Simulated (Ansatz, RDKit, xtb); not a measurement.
# C4H6BNO2: which of the isomers drawn lies lowest?, part 2 of 2

Which of a sample of isomers of C4H6BNO2 is the most stable in the gas at 298.15 K, and what are its properties? The sample is small against all isomers, and the most stable one of this formula need not be in it.

xtb, Ansatz and PySCF; isolated molecules. Earlier steps stand in the parts before.

## Step 6: The relaxed candidates

```tsv
label	spin	r2SCAN-D4/def2-SVP (kcal/mol)	B3LYP-D3(BJ)/def2-SVP, relaxed (kcal/mol)	time
c285a	singlet	0.0	0.0	16 s
c911a	singlet	6.9	6.6	12 s
c707b	singlet	28.8	24.1	35 s
```

c285a: Bond lengths: C1–C2 1.397 Å, C2–C3 1.418 Å, C3–C4 1.389 Å, C1–B5 1.546 Å, C1–N6 1.382 Å, C4–N6 1.362 Å, B5–O7 1.369 Å, B5–O8 1.369 Å, O7–H9 0.966 Å, O8–H10 0.964 Å, C2–H11 1.090 Å, C3–H12 1.088 Å, C4–H13 1.088 Å, N6–H14 1.013 Å. Some angles: C1–C2–C3 108.4°, C2–C1–B5 132.9°, C2–C1–N6 105.9°, B5–C1–N6 121.2°, C2–C3–C4 106.8°, C3–C4–N6 107.9°, C1–B5–O7 117.5°, C1–B5–O8 124.0°, O7–B5–O8 118.4°, C1–N6–C4 111.0°.

c911a: Bond lengths: C1–C2 1.437 Å, C2–C3 1.378 Å, C1–C4 1.391 Å, C1–B5 1.544 Å, C3–N6 1.380 Å, C4–N6 1.366 Å, B5–O7 1.373 Å, B5–O8 1.375 Å, O7–H9 0.964 Å, O8–H10 0.964 Å, C2–H11 1.088 Å, C3–H12 1.088 Å, N6–H13 1.012 Å, C4–H14 1.088 Å. Some angles: C1–C2–C3 108.1°, C2–C1–C4 105.9°, C2–C1–B5 128.0°, C4–C1–B5 126.1°, C2–C3–N6 107.5°, C1–C4–N6 108.6°, C1–B5–O7 118.5°, C1–B5–O8 118.5°, O7–B5–O8 123.1°, C3–N6–C4 109.9°.

c707b: Bond lengths: C1–C2 1.516 Å, C2–C3 1.555 Å, C4–B5 1.548 Å, C4–N6 1.159 Å, C3–O7 1.433 Å, B5–O7 1.357 Å, C2–O8 1.445 Å, B5–O8 1.355 Å, C1–H9 1.102 Å, C1–H10 1.102 Å, C1–H11 1.100 Å, C2–H12 1.103 Å, C3–H13 1.100 Å, C3–H14 1.103 Å. Some angles: C1–C2–C3 114.6°, C1–C2–O8 110.4°, C3–C2–O8 103.9°, C2–C3–O7 105.5°, C4–B5–O7 122.4°, C4–B5–O8 122.6°, O7–B5–O8 115.0°, B5–C4–N6 180.0°, C3–O7–B5 107.4°, C2–O8–B5 107.9°.

## Step 7: Vibrations and thermal terms

The lowest few in one piece go on as finalists. In this search the thermal terms come from GFN2-xTB at its own nearest minimum. The first, c285a:

start.xyz reads:

```xyz
14
c285a
C     -1.246974    -1.011716    -0.437582
C      0.069291    -0.551685    -0.523796
C      0.652809    -0.618950     0.767133
C     -0.320143    -1.120487     1.622186
B     -2.373434    -1.177009    -1.482884
N     -1.444364    -1.348558     0.887962
O     -3.574094    -1.669532    -1.046915
O     -2.240565    -0.861813    -2.808412
H     -4.217850    -1.739346    -1.763791
H     -1.367068    -0.522122    -3.033864
H      0.561795    -0.201070    -1.430914
H      1.665131    -0.336086     1.048702
H     -0.284672    -1.326503     2.690033
H     -2.320621    -1.714775     1.239425
```

On the command line:

```sh
$ xtb start.xyz --gfn 2 --ohess tight
```

Standard output:

```text
* xtb version 6.7.1
   ID    Z sym.   atoms
    1    6 C      1-4
    2    5 B      5
    3    7 N      6
    4    8 O      7, 8
    5    1 H      9-14

           -------------------------------------------------
          |                Calculation Setup                |
           -------------------------------------------------

          program call               : xtb start.xyz --gfn 2 --ohess tight
          coordinate file            : start.xyz
          omp threads                :                     4

           -------------------------------------------------
          |                 G F N 2 - x T B                 |
           -------------------------------------------------

      * Hamiltonian:
        H0-scaling (s, p, d)           1.850000    2.230000    2.230000
        zeta-weighting                 0.500000
      * Dispersion:
        s8                             2.700000
        a1                             0.520000
        a2                             5.000000
        s9                             5.000000
      * Repulsion:
        kExp                           1.500000    1.000000
        rExp                           1.000000
      * Coulomb:
        alpha                          2.000000
        third order                    shell-resolved
        anisotropic                    true
        a3                             3.000000
        a5                             4.000000
        cn-shift                       1.200000
        cn-exp                         4.000000
        max-rad                        5.000000

          ...................................................
          :                      SETUP                      :
          :.................................................:
          :  # basis functions                  38          :
          :  # atomic orbitals                  38          :
          :  # shells                           22          :
          :  # electrons                        42          :
          :  max. iterations                   250          :
          :  Hamiltonian                  GFN2-xTB          :
          :  restarted?                      false          :
          :  GBSA solvation                  false          :
          :  PC potential                    false          :
          :  electronic temp.          300.0000000     K    :
          :  accuracy                    1.0000000          :
          :  -> integral cutoff          0.2500000E+02      :
          :  -> integral neglect         0.1000000E-07      :
          :  -> SCF convergence          0.1000000E-05 Eh   :
          :  -> wf. convergence          0.1000000E-03 e    :
          :  Broyden damping             0.4000000          :
          :  net charge                          0          :
          :  unpaired electrons                  0          :
          ...................................................

[... 7 lines left out ...]
   *** convergence criteria satisfied after 12 iterations ***
[... 28 lines left out ...]
         :: total energy             -23.991412903423 Eh    ::
[... 32 lines left out ...]
          :   energy convergence         0.1000000E-05 Eh   :
          :   grad. convergence          0.8000000E-03 Eh/α :
[... 26 lines left out ...]
 * total energy  :   -23.9914129 Eh     change       -0.3997410E-08 Eh
[... 18 lines left out ...]
 * total energy  :   -23.9931245 Eh     change       -0.1711571E-02 Eh
[... 17 lines left out ...]
 * total energy  :   -23.9932488 Eh     change       -0.1243263E-03 Eh
[... 16 lines left out ...]
 * total energy  :   -23.9932662 Eh     change       -0.1736847E-04 Eh
[... 17 lines left out ...]
 * total energy  :   -23.9932756 Eh     change       -0.9391715E-05 Eh
[... 16 lines left out ...]
 * total energy  :   -23.9932777 Eh     change       -0.2136398E-05 Eh
[... 15 lines left out ...]
 * total energy  :   -23.9932778 Eh     change       -0.1224810E-06 Eh
[... 4 lines left out ...]
   *** GEOMETRY OPTIMIZATION CONVERGED AFTER 7 ITERATIONS ***
[... 2 lines left out ...]
 total energy gain   :        -0.0018649 Eh       -1.1703 kcal/mol
[... 15 lines left out ...]
 final structure:
[... 42 lines left out ...]
          |                Final Singlepoint                |
[... 18 lines left out ...]
          :  -> SCF convergence          0.1000000E-05 Eh   :
          :  -> wf. convergence          0.1000000E-03 e    :
[... 10 lines left out ...]
   *** convergence criteria satisfied after 3 iterations ***
[... 28 lines left out ...]
         :: total energy             -23.993277823993 Eh    ::
[... 23 lines left out ...]
writing file <hessian>, containing the non-mass-weighted Hessian matrix in atomic units (Eₕ/Bohr²).
[... 63 lines left out ...]
molecular dipole:
[... 91 lines left out ...]
cs  symmetry found (for desy threshold:  0.10E+00) used in thermo

          ...................................................
          :                      SETUP                      :
          :.................................................:
          :  # frequencies                          36      :
          :  # imaginary freq.                       0      :
          :  linear?                             false      :
          :  only rotor calc.                    false      :
          :  symmetry                               cs      :
          :  rotational number                       1      :
          :  scaling factor                  1.0000000      :
          :  rotor cutoff                   50.0000000 cm⁻¹ :
          :  imag. cutoff                  -20.0000000 cm⁻¹ :
          :.................................................:

    mode    ω/cm⁻¹     T·S(HO)/kcal·mol⁻¹    T·S(FR)/kcal·mol⁻¹   T·S(vib)
   ------------------------------------------------------------------------
       1     69.78    -1.24017 ( 79.14%)    -0.95757 ( 20.86%)    -1.18122
       2    126.99    -0.89182 ( 97.65%)    -0.78031 (  2.35%)    -0.88921
       3    144.80    -0.81675 ( 98.60%)    -0.74142 (  1.40%)    -0.81569
   ------------------------------------------------------------------------

   temp. (K)  partition function   enthalpy   heat capacity  entropy
                                   cal/mol     cal/K/mol   cal/K/mol   J/K/mol
 298.15  VIB   40.2                 2894.481     21.868     16.838
         ROT  0.306E+06              888.727      2.981     28.082
         INT  0.123E+08             3783.208     24.849     44.920
         TR   0.357E+26             1481.212      4.968     40.027
         TOT                        5264.4207    29.8171    84.9461   355.4147

       T/K    H(0)-H(T)+PV         H(T)/Eh          T*S/Eh         G(T)/Eh
   ------------------------------------------------------------------------
    298.15    0.838939E-02    0.112205E+00    0.403607E-01    0.718441E-01
   ------------------------------------------------------------------------

         :::::::::::::::::::::::::::::::::::::::::::::::::::::
         ::                  THERMODYNAMIC                  ::
         :::::::::::::::::::::::::::::::::::::::::::::::::::::
         :: total free energy         -23.921433686117 Eh   ::
         ::.................................................::
         :: total energy              -23.993277823993 Eh   ::
         :: zero point energy           0.103815404111 Eh   ::
         :: G(RRHO) w/o ZPVE           -0.031971266235 Eh   ::
         :: G(RRHO) contrib.            0.071844137876 Eh   ::
         :::::::::::::::::::::::::::::::::::::::::::::::::::::

optimized geometry written to: xtbopt.xyz

           -------------------------------------------------
          | TOTAL ENERGY              -23.993277823993 Eh   |
          | TOTAL ENTHALPY            -23.881073031554 Eh   |
          | TOTAL FREE ENERGY         -23.921433686117 Eh   |
          | GRADIENT NORM               0.000075856142 Eh/α |
          | HOMO-LUMO GAP               4.237651139845 eV   |
           -------------------------------------------------

------------------------------------------------------------------------
------------------------------------------------------------------------
 total:
 * wall-time:     0 d,  0 h,  0 min,  0.156 sec
 *  cpu-time:     0 d,  0 h,  0 min,  0.562 sec
 * ratio c/w:     3.597 speedup
 SCF:
 * wall-time:     0 d,  0 h,  0 min,  0.006 sec
 *  cpu-time:     0 d,  0 h,  0 min,  0.021 sec
 * ratio c/w:     3.368 speedup
 ANC optimizer:
 * wall-time:     0 d,  0 h,  0 min,  0.030 sec
 *  cpu-time:     0 d,  0 h,  0 min,  0.101 sec
 * ratio c/w:     3.391 speedup
 analytical hessian:
 * wall-time:     0 d,  0 h,  0 min,  0.111 sec
 *  cpu-time:     0 d,  0 h,  0 min,  0.428 sec
 * ratio c/w:     3.866 speedup
```

Wall time 0.17 s (4 threads of Arm Neoverse V1, shared host).

## Step 8: Thermal terms of the finalists

As xtb prints them, at 298.15 K, with its own treatment of low modes:

```tsv
label	SMILES	spin	lowest mode (cm⁻¹)	zero-point (kcal/mol)	G − E (kcal/mol)
c285a	OB(O)c1ccc[nH]1	singlet	70	65.1	45.1
c911a	OB(O)c1cc[nH]c1	singlet	52	64.7	44.6
c707b	C[C@@H]1COB(C#N)O1	singlet	80	65.0	44.6
```

## Step 9: The final energy

Each finalist gets a single point at CCSD(T)/def2-SVP + MP2/def2-TZVPP - MP2/def2-SVP.

c285a, CCSD(T)/def2-SVP:

input.yaml reads:

```yaml
crystal:
  periodic: [false, false, false]
  atoms:
    - {symbol: C, position_ang: [-1.246974, -1.011716, -0.437582]}
    - {symbol: C, position_ang: [0.069291, -0.551685, -0.523796]}
    - {symbol: C, position_ang: [0.652809, -0.618950, 0.767133]}
    - {symbol: C, position_ang: [-0.320143, -1.120487, 1.622186]}
    - {symbol: B, position_ang: [-2.373434, -1.177009, -1.482884]}
    - {symbol: "N", position_ang: [-1.444364, -1.348558, 0.887962]}
    - {symbol: O, position_ang: [-3.574094, -1.669532, -1.046915]}
    - {symbol: O, position_ang: [-2.240565, -0.861813, -2.808412]}
    - {symbol: H, position_ang: [-4.217850, -1.739346, -1.763791]}
    - {symbol: H, position_ang: [-1.367068, -0.522122, -3.033864]}
    - {symbol: H, position_ang: [0.561795, -0.201070, -1.430914]}
    - {symbol: H, position_ang: [1.665131, -0.336086, 1.048702]}
    - {symbol: H, position_ang: [-0.284672, -1.326503, 2.690033]}
    - {symbol: H, position_ang: [-2.320621, -1.714775, 1.239425]}
basis:
  gaussian:
    orbitals: def2-SVP
correlation:
  method: ccsd_t
  frozen_orbitals: {O: 1, H: 0, "N": 1, B: 1, C: 1}
```

On the command line:

```sh
$ ansatz run input.yaml --threads 4 --pin off --max-ram 7830MiB --events-out events.jsonl --progress --plain --runs-dir runs
```

Standard output:

```text
Warning: RAYON_NUM_THREADS=4 ignored (pool sized by the plan → 4); use --threads N
Functional definition: HF
  name "HF"
  exchange = exact_x
  correlation = 0
1436 factors; integrals over basis functions are off by at most 1.3e-3 eV
mean field evaluation 1: about -10434.3855 eV, gradient 4.7e1 eV
mean field evaluation 2: about -10434.6011 eV, gradient 4.7e1 eV
mean field evaluation 4: about -10439.7931 eV, gradient 4.5e0 eV
mean field evaluation 8: about -10439.8616 eV, gradient 2.8e-1 eV
mean field evaluation 16: about -10434.3855 eV, gradient 4.7e1 eV
mean field -10439.86201997 eV, -383.6578528413 hartree, gradient 1.4e-6 eV, S^2 0.000000; 0 other end points of the search recorded, 0 dependent functions left out
8 core orbitals not correlated: weight in the atoms' cores, before any rotation towards them, 1.000 or more for the frozen orbitals, at most 0.000 for the correlated occupied ones
reference -10439.86201997 eV, -383.6578528413 hartree; 21, 21 occupied and 113, 113 virtual orbitals, 1436 factors
second order -31.00780288 eV of doubles, -0.00000000 eV of singles
cycle   1  -31.07957637 eV  change   -7.2e-2 eV  update   1.3e-1
cycle   2  -31.84698047 eV  change   -7.7e-1 eV  update   3.7e-2
cycle   3  -32.03328418 eV  change   -1.9e-1 eV  update   1.9e-2
cycle   4  -32.02418793 eV  change    9.1e-3 eV  update   4.5e-3
cycle   5  -32.02336148 eV  change    8.3e-4 eV  update   2.3e-3
cycle   6  -32.02409672 eV  change   -7.4e-4 eV  update   7.2e-4
cycle   7  -32.02362690 eV  change    4.7e-4 eV  update   3.3e-4
cycle   8  -32.02351395 eV  change    1.1e-4 eV  update   1.2e-4
cycle   9  -32.02355331 eV  change   -3.9e-5 eV  update   4.7e-5
cycle  10  -32.02355974 eV  change   -6.4e-6 eV  update   1.7e-5
perturbative correction -1.14084816 eV, -0.0419253967 hartree
Total energy: -10473.02642788 eV, -384.8766223522 hartree
```

It took 35 s on 4 threads of Arm Neoverse V1, shared host; peak memory 1.3 GiB.

## Step 10: c285a at MP2/def2-TZVPP

Changes to input.yaml since step 9:

```diff
@@ -19,5 +19,5 @@
   gaussian:
-    orbitals: def2-SVP
+    orbitals: def2-TZVPP
 correlation:
-  method: ccsd_t
+  method: mp2
   frozen_orbitals: {O: 1, H: 0, "N": 1, B: 1, C: 1}
```

On the command line:

```sh
$ ansatz run input.yaml --threads 4 --pin off --max-ram 7830MiB --events-out events.jsonl --progress --plain --runs-dir runs
```

Standard output:

```text
Warning: RAYON_NUM_THREADS=4 ignored (pool sized by the plan → 4); use --threads N
[... 4 set-up lines as earlier in the session ...]
2051 factors; integrals over basis functions are off by at most 1.3e-3 eV
mean field evaluation 1: about -10444.9456 eV, gradient 5.5e1 eV
mean field evaluation 2: about -10445.3714 eV, gradient 5.5e1 eV
mean field evaluation 4: about -10451.7941 eV, gradient 4.9e0 eV
mean field evaluation 8: about -10451.8795 eV, gradient 3.2e-1 eV
mean field -10451.87998081 eV, -384.0995047559 hartree, gradient 1.6e-6 eV, S^2 0.000000; 0 other end points of the search recorded, 0 dependent functions left out
8 core orbitals not correlated: weight in the atoms' cores, before any rotation towards them, 1.000 or more for the frozen orbitals, at most 0.000 for the correlated occupied ones
reference -10451.87998081 eV, -384.0995047559 hartree; 21, 21 occupied and 303, 303 virtual orbitals, 2051 factors
second order -38.40145634 eV of doubles, -0.00000000 eV of singles
Total energy: -10490.28143715 eV, -385.5107322469 hartree
```

It took 9 s on 4 threads of Arm Neoverse V1, shared host; peak memory 1.1 GiB.

## Step 11: c911a at CCSD(T)/def2-SVP

input.yaml reads:

```yaml
crystal:
  periodic: [false, false, false]
  atoms:
    - {symbol: C, position_ang: [0.557061, 0.320069, 0.326444]}
    - {symbol: C, position_ang: [0.654324, 0.173929, -1.100052]}
    - {symbol: C, position_ang: [1.988410, 0.080019, -1.431017]}
    - {symbol: C, position_ang: [1.864647, 0.307260, 0.801491]}
    - {symbol: B, position_ang: [-0.720223, 0.463622, 1.182694]}
    - {symbol: N, position_ang: [2.712911, 0.163065, -0.259620]}
    - {symbol: O, position_ang: [-1.938017, 0.454037, 0.547943]}
    - {symbol: O, position_ang: [-0.584746, 0.594997, 2.545105]}
    - {symbol: H, position_ang: [-2.704308, 0.546625, 1.125346]}
    - {symbol: H, position_ang: [-1.411424, 0.680836, 3.033294]}
    - {symbol: H, position_ang: [-0.182570, 0.143192, -1.794735]}
    - {symbol: H, position_ang: [2.484176, -0.037862, -2.392012]}
    - {symbol: H, position_ang: [3.721708, 0.122904, -0.197407]}
    - {symbol: H, position_ang: [2.237086, 0.390962, 1.820157]}
basis:
  gaussian:
    orbitals: def2-SVP
correlation:
  method: ccsd_t
  frozen_orbitals: {O: 1, H: 0, "N": 1, B: 1, C: 1}
```

On the command line:

```sh
$ ansatz run input.yaml --threads 4 --pin off --max-ram 7830MiB --events-out events.jsonl --progress --plain --runs-dir runs
```

Standard output:

```text
Warning: RAYON_NUM_THREADS=4 ignored (pool sized by the plan → 4); use --threads N
[... 4 set-up lines as earlier in the session ...]
1437 factors; integrals over basis functions are off by at most 1.5e-3 eV
mean field evaluation 1: about -10433.7508 eV, gradient 4.9e1 eV
mean field evaluation 2: about -10433.9637 eV, gradient 4.9e1 eV
mean field evaluation 4: about -10439.5561 eV, gradient 4.6e0 eV
mean field evaluation 8: about -10439.6303 eV, gradient 1.1e-1 eV
mean field evaluation 16: about -10439.4007 eV, gradient 1.4e0 eV
mean field -10439.63032859 eV, -383.6493383402 hartree, gradient 7.9e-6 eV, S^2 0.000000; 0 other end points of the search recorded, 0 dependent functions left out
8 core orbitals not correlated: weight in the atoms' cores, before any rotation towards them, 1.000 or more for the frozen orbitals, at most 0.000 for the correlated occupied ones
reference -10439.63032859 eV, -383.6493383402 hartree; 21, 21 occupied and 113, 113 virtual orbitals, 1437 factors
second order -30.94769198 eV of doubles, -0.00000000 eV of singles
cycle   1  -31.05595994 eV  change   -1.1e-1 eV  update   1.3e-1
cycle   2  -31.82293309 eV  change   -7.7e-1 eV  update   3.7e-2
cycle   3  -32.00730341 eV  change   -1.8e-1 eV  update   1.9e-2
cycle   4  -31.99723696 eV  change    1.0e-2 eV  update   4.5e-3
cycle   5  -31.99676063 eV  change    4.8e-4 eV  update   2.2e-3
cycle   6  -31.99740487 eV  change   -6.4e-4 eV  update   7.4e-4
cycle   7  -31.99693567 eV  change    4.7e-4 eV  update   3.3e-4
cycle   8  -31.99682834 eV  change    1.1e-4 eV  update   1.3e-4
cycle   9  -31.99688132 eV  change   -5.3e-5 eV  update   4.6e-5
cycle  10  -31.99688551 eV  change   -4.2e-6 eV  update   1.7e-5
perturbative correction -1.13312368 eV, -0.0416415273 hartree
Total energy: -10472.76033778 eV, -384.8668437215 hartree
```

Run time: 35 s. Hardware: 4 threads of Arm Neoverse V1, shared host; peak memory 1.3 GiB.

## Step 12: The ranking

Energies in kcal/mol from c285a; G adds the thermal terms to the CCSD(T)/def2-SVP + MP2/def2-TZVPP - MP2/def2-SVP energy. The columns left of the relaxed level are at the tight-binding geometries.

```tsv
label	SMILES	spin	GFN2-xTB	HF/STO-3G	r2SCAN-D4/def2-SVP	B3LYP-D3(BJ)/def2-SVP	HF/def2-SVP	MP2/def2-SVP	CCSD(T)/def2-SVP + MP2/def2-TZVPP - MP2/def2-SVP	G	share at equilibrium	T1
c285a	OB(O)c1ccc[nH]1	singlet	0.0	0.0	0.0	0.0	0.0	0.0	0.0	0.0	100.0 %	0.013
c911a	OB(O)c1cc[nH]c1	singlet	5.7	6.5	6.9	6.6	5.3	6.7	5.2	4.7	< 0.1 %	0.013
c707b	C[C@@H]1COB(C#N)O1	singlet	26.1	-39.5	28.8	24.1	13.9	21.6	19.7	19.2	< 0.1 %	0.014
```

Lowest found: c285a, `OB(O)c1ccc[nH]1`, a singlet. Bond lengths: C1–C2 1.397 Å, C2–C3 1.418 Å, C3–C4 1.389 Å, C1–B5 1.546 Å, C1–N6 1.382 Å, C4–N6 1.362 Å, B5–O7 1.369 Å, B5–O8 1.369 Å, O7–H9 0.966 Å, O8–H10 0.964 Å, C2–H11 1.090 Å, C3–H12 1.088 Å, C4–H13 1.088 Å, N6–H14 1.013 Å. Some angles: C1–C2–C3 108.4°, C2–C1–B5 132.9°, C2–C1–N6 105.9°, B5–C1–N6 121.2°, C2–C3–C4 106.8°, C3–C4–N6 107.9°, C1–B5–O7 117.5°, C1–B5–O8 124.0°, O7–B5–O8 118.4°, C1–N6–C4 111.0°.

```xyz
14

C    -1.2470   -1.0117   -0.4376
C     0.0693   -0.5517   -0.5238
C     0.6528   -0.6190    0.7671
C    -0.3201   -1.1205    1.6222
B    -2.3734   -1.1770   -1.4829
N    -1.4444   -1.3486    0.8880
O    -3.5741   -1.6695   -1.0469
O    -2.2406   -0.8618   -2.8084
H    -4.2179   -1.7393   -1.7638
H    -1.3671   -0.5221   -3.0339
H     0.5618   -0.2011   -1.4309
H     1.6651   -0.3361    1.0487
H    -0.2847   -1.3265    2.6900
H    -2.3206   -1.7148    1.2394
```

## Step 13: Results

The summary covers parts 1 to 2.

```
                                 quantity                                                                     value
                   lowest structure found                                                  OB(O)c1ccc[nH]1, singlet
                            next finalist                        OB(O)c1cc[nH]c1, singlet, 4.7 kcal/mol higher in G
share at equilibrium, among the finalists                                                                   100.0 %
                                   funnel  26 starts, 22 minima at GFN2-xTB, 11 screening runs, 3 relaxed, 3 ranked
                     CPU time of all runs                                                                    15 min
```

What this shows: `OB(O)c1ccc[nH]1` comes out lowest. Among the finalists first place is clear (4.7 kcal/mol); structures outside the list aren't covered. GFN2-xTB, r2SCAN-D4/def2-SVP, B3LYP-D3(BJ)/def2-SVP, HF/def2-SVP and MP2/def2-SVP already put its bonding pattern lowest among the structures in one piece; HF/STO-3G favours the singlet C[C@@H]1COB(C#N)O1. The largest share of the time went into the final energies (58 %). Lowest found is not proven lowest: the search is finite, and each finalist counts with one conformer. Only 13 drawn patterns were tried, so whole families of isomers are missing, and the result ranks this sample alone.
